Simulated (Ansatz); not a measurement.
# C3H12OSi2: the cost of one run

All numbers below are computed with Ansatz 0.2.0 (RKS PBE0/6-31G).

### 1 The structure to begin with

Bond lengths (14 of 17 bonds, heavy atoms first): C1–Si2 1.911 Å, Si2–C3 1.873 Å, Si2–C4 1.829 Å, C4–O5 1.437 Å, O5–Si6 1.674 Å, C1–H7 1.101 Å, C1–H8 1.039 Å, C1–H9 1.044 Å, Si2–H10 1.510 Å, C3–H11 1.101 Å, C3–H12 1.132 Å, C3–H13 1.101 Å, C4–H14 1.116 Å, C4–H15 1.148 Å. Angles (14 of 31 angles, heavy atoms first): C1–Si2–C3 111.4°, C1–Si2–C4 111.1°, C3–Si2–C4 109.7°, Si2–C4–O5 117.9°, C4–O5–Si6 122.2°, C1–Si2–H10 106.9°, C3–Si2–H10 109.9°, C4–Si2–H10 107.8°, Si2–C1–H7 106.8°, Si2–C1–H8 109.6°, Si2–C1–H9 108.2°, Si2–C3–H11 109.4°, Si2–C3–H12 108.5°, Si2–C3–H13 112.6°.

The coordinates stand in the first input below.

### 2 Relaxing end A

File input.yaml:

```yaml
crystal:
  periodic: [false, false, false]
  atoms:
    - { symbol: C, position_ang: [1.6807, -1.9172, -0.8375] }
    - { symbol: Si, position_ang: [1.1568, -0.1972, -0.1898] }
    - { symbol: C, position_ang: [1.2258, 1.0939, -1.5449] }
    - { symbol: C, position_ang: [-0.5255, -0.2491, 0.5273] }
    - { symbol: O, position_ang: [-1.0915, 0.9828, 1.0041] }
    - { symbol: Si, position_ang: [-2.6131, 1.0561, 1.6973] }
    - { symbol: H, position_ang: [0.9809, -2.1795, -1.6464] }
    - { symbol: H, position_ang: [1.6285, -2.6105, -0.0655] }
    - { symbol: H, position_ang: [2.6535, -1.8435, -1.2098] }
    - { symbol: H, position_ang: [2.1181, 0.1654, 0.9165] }
    - { symbol: H, position_ang: [0.9934, 2.0829, -1.1205] }
    - { symbol: H, position_ang: [2.2877, 1.152, -1.9321] }
    - { symbol: H, position_ang: [0.5175, 0.8876, -2.3619] }
    - { symbol: H, position_ang: [-0.6141, -0.9866, 1.3603] }
    - { symbol: H, position_ang: [-1.262, -0.6424, -0.2607] }
    - { symbol: H, position_ang: [-2.9141, 2.4577, 2.1517] }
    - { symbol: H, position_ang: [-2.6453, 0.1473, 2.8593] }
    - { symbol: H, position_ang: [-3.6149, 0.6117, 0.7045] }
basis:
  gaussian: { orbitals: "6-31G" }
hamiltonian:
  xc: pbe0
relax:
  f_tol: 0.015
  max_steps: 40
```

On the command line:

```bash
ansatz run input.yaml --threads 1 --pin off --max-ram 2048MiB --backend cpu --events-out ev --progress --plain --runs-dir out
```

**Question.** How long does this run take on 1 thread of an x86-64 CPU, shared host, and how much memory does it need?

About 58 s, with a peak of 0.24 GiB.
